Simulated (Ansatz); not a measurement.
**Si(vinyl)(OMe)3 (C₅H₁₂O₃Si): the relaxed shape and its frontier levels**

What does Si(vinyl)(OMe)3 (C₅H₁₂O₃Si) look like as a singlet, and where do its frontier electrons sit?

The runs use Ansatz 0.2.0, Gaussian basis; RKS PBE0-D4/def2-TZVP.

Plan: relaxation at PBE-D4/def2-SVP; a single point at PBE0-D4/def2-TZVP.

2 further runs of the same task are left out: 2 set aside as unsound or not needed.

## Step 1: Starting geometry

21 atoms, charge 0, spin multiplicity 1.

Atoms are counted from 1 here; the program's logs count them from 0.

Bond lengths: Si1–C2 1.885 Å, Si1–O7 1.622 Å, Si1–O12 1.640 Å, Si1–O17 1.625 Å, C2–C3 1.323 Å, C2–H4 1.085 Å, C3–H5 1.077 Å, C3–H6 1.080 Å, O7–C8 1.404 Å, C8–H9 1.090 Å, C8–H10 1.091 Å, C8–H11 1.092 Å, O12–C13 1.401 Å, C13–H14 1.093 Å, C13–H15 1.091 Å, C13–H16 1.092 Å, O17–C18 1.401 Å, C18–H19 1.093 Å and more. Angles: C2–Si1–O7 104.4°, C2–Si1–O12 110.8°, C2–Si1–O17 115.5°, O7–Si1–O12 115.1°, O7–Si1–O17 107.4°, O12–Si1–O17 104.0°, Si1–C2–C3 126.2°, Si1–C2–H4 115.9°, C3–C2–H4 118.0°, C2–C3–H5 120.8°, C2–C3–H6 122.6°, H5–C3–H6 116.6°, Si1–O7–C8 128.3°, O7–C8–H9 110.5°, O7–C8–H10 107.6°, O7–C8–H11 110.7°, H9–C8–H10 109.7°, H9–C8–H11 108.8° and more.

The start is a GFN2-xTB geometry.

## Step 2: Relaxation at PBE-D4/def2-SVP

The input, in.yaml:

```yaml
crystal:
  periodic: [false, false, false]
  atoms:
    - {symbol: Si, position_ang: [-0.056590, -0.129490, 0.019600]}
    - {symbol: C, position_ang: [0.080080, -0.084620, 1.899210]}
    - {symbol: C, position_ang: [1.147900, -0.404900, 2.612090]}
    - {symbol: H, position_ang: [-0.806730, 0.245410, 2.430440]}
    - {symbol: H, position_ang: [2.053780, -0.734080, 2.132050]}
    - {symbol: H, position_ang: [1.163810, -0.354340, 3.690670]}
    - {symbol: O, position_ang: [1.434580, -0.523190, -0.482910]}
    - {symbol: C, position_ang: [1.833240, -0.987900, -1.746190]}
    - {symbol: H, position_ang: [1.229090, -1.844670, -2.046270]}
    - {symbol: H, position_ang: [2.880440, -1.283780, -1.672410]}
    - {symbol: H, position_ang: [1.728850, -0.202140, -2.497980]}
    - {symbol: O, position_ang: [-0.632190, 1.293680, -0.557910]}
    - {symbol: C, position_ang: [-0.093060, 2.572200, -0.363040]}
    - {symbol: H, position_ang: [-0.172060, 2.867010, 0.686080]}
    - {symbol: H, position_ang: [-0.661020, 3.269220, -0.980650]}
    - {symbol: H, position_ang: [0.959430, 2.600970, -0.653030]}
    - {symbol: O, position_ang: [-1.080290, -1.239050, -0.580930]}
    - {symbol: C, position_ang: [-2.478540, -1.254530, -0.487210]}
    - {symbol: H, position_ang: [-2.787530, -1.521670, 0.526120]}
    - {symbol: H, position_ang: [-2.848340, -2.005050, -1.186820]}
    - {symbol: H, position_ang: [-2.894860, -0.279070, -0.740900]}
basis:
  gaussian: {orbitals: def2-SVP}
hamiltonian: {xc: pbe, dispersion: d4}
scf: {lower_state_search: "off"}
output: {orbitals: {seedname: orbitals}}
relax: {f_tol: 0.02, max_steps: 100}
```

Started as:

```bash
ansatz run in.yaml --threads 2 --pin off --events-out ev --progress --plain --max-ram 32768MiB --backend cuda --devices 0, --max-vram 18GiB
```

After this run come: Single point, PBE0-D4/def2-TZVP.

**Question.** What will the summary of the whole plan be? Wanted: point group; commonest bond, hydrogen aside; HOMO, LUMO at PBE0-D4/def2-TZVP; dipole at PBE-D4/def2-SVP.

As calculated:

| quantity | value |
| --- | --- |
| point group | C1 |
| commonest bond, hydrogen aside | C–O, 3 of mean length 1.416 Å |
| HOMO, LUMO at PBE0-D4/def2-TZVP | -7.77, -0.55 eV |
| dipole at PBE-D4/def2-SVP | 1.04 D |

**Reading.** The molecule keeps its bonding pattern by the stored test; the atoms moved 0.16 Å (rms). No usable vibrations, so a minimum isn't proven. The HOMO lies nearest to C2, C3 about 23 % each; O17 18 % and the LUMO to C2, C3 about 30 % each; H5, H6 about 9 % each. The point group is read from a loosely relaxed geometry; soft torsions can leave it below the true symmetry.
